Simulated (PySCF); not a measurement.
**C10H5−: electronic excitations**

Aim: predict the electronic excitations of C10H5− (`[C-]#Cc1cccc(C#C)c1`).

The runs use PySCF 2.14.0, with density-fitted response routines of our own; the level of theory stands in each step. All values are computed, except where a source is named. Atoms count from 0, in the outputs and in this text.

## (1) Starting geometry

15 atoms, charge -1, multiplicity 1; geometry from: GFN2-xTB.

Bonds of the start (Å): C0–C1 1.24, C1–C2 1.40, C2–C3 1.42, C3–C4 1.38, C4–C5 1.39, C5–C6 1.40, C6–C7 1.42, C7–C8 1.20, C6–C9 1.39, C9–C2 1.41, C3–H10 1.08, C4–H11 1.09, C5–H12 1.08, C8–H13 1.05, C9–H14 1.08.

## (2) Excited states and response: CAM-B3LYP/def2-SVPD

The job: settings as JSON, then the geometry in Å.

```
{"job": {"kind": "uv", "xc": "CAM-B3LYP", "basis": "def2-SVPD", "nstates": 8, "ntriplets": 3}, "charge": -1, "multiplicity": 1}
C     -2.737397     3.093692    -0.044792
C     -2.037785     2.064826    -0.012093
C     -1.255498     0.904027     0.027565
C     -1.830386    -0.376796     0.212143
C     -1.059628    -1.515765     0.251547
C      0.319961    -1.452266     0.111273
C      0.920292    -0.199328    -0.070767
C      2.326141    -0.108924    -0.215214
C      3.519686    -0.030825    -0.337020
C      0.148612     0.951099    -0.111381
H     -2.906978    -0.447757     0.325071
H     -1.533330    -2.483680     0.396118
H      0.929162    -2.347775     0.142405
H      4.561295     0.045294    -0.446241
H      0.631439     1.912166    -0.250526
```

With the program's defaults for keys left out, this is: TDDFT CAM-B3LYP/def2-SVPD, vertical, gas phase, core orbitals frozen in the response.

Run with:

```bash
OMP_NUM_THREADS=1 python probes_run.py task.json out
```

The driver reads the jobs from task.json and runs them one after another.

Predict these results of the whole session: lowest singlet (CAM-B3LYP/def2-SVPD); brightest single state of those computed; lowest triplet.

**Answer**, as computed:

| quantity | value |
| --- | --- |
| lowest singlet (CAM-B3LYP/def2-SVPD) | 3.62 eV (342 nm), f = 0.056 |
| brightest single state of those computed | state 3, 4.25 eV, f = 0.365 |
| lowest triplet | 2.67 eV |

The lowest singlet, at 3.62 eV, is HOMO→LUMO 0.90 and is bright; of the 8 states computed, the strongest absorption comes from state 3 at 4.25 eV. The lowest triplet lies 0.95 eV below the lowest singlet (triplets in Tamm-Dancoff, singlets in full TDDFT). The lowest singlet lies above −ε(HOMO); no detachment energy was computed, so the anion's states may not be bound.
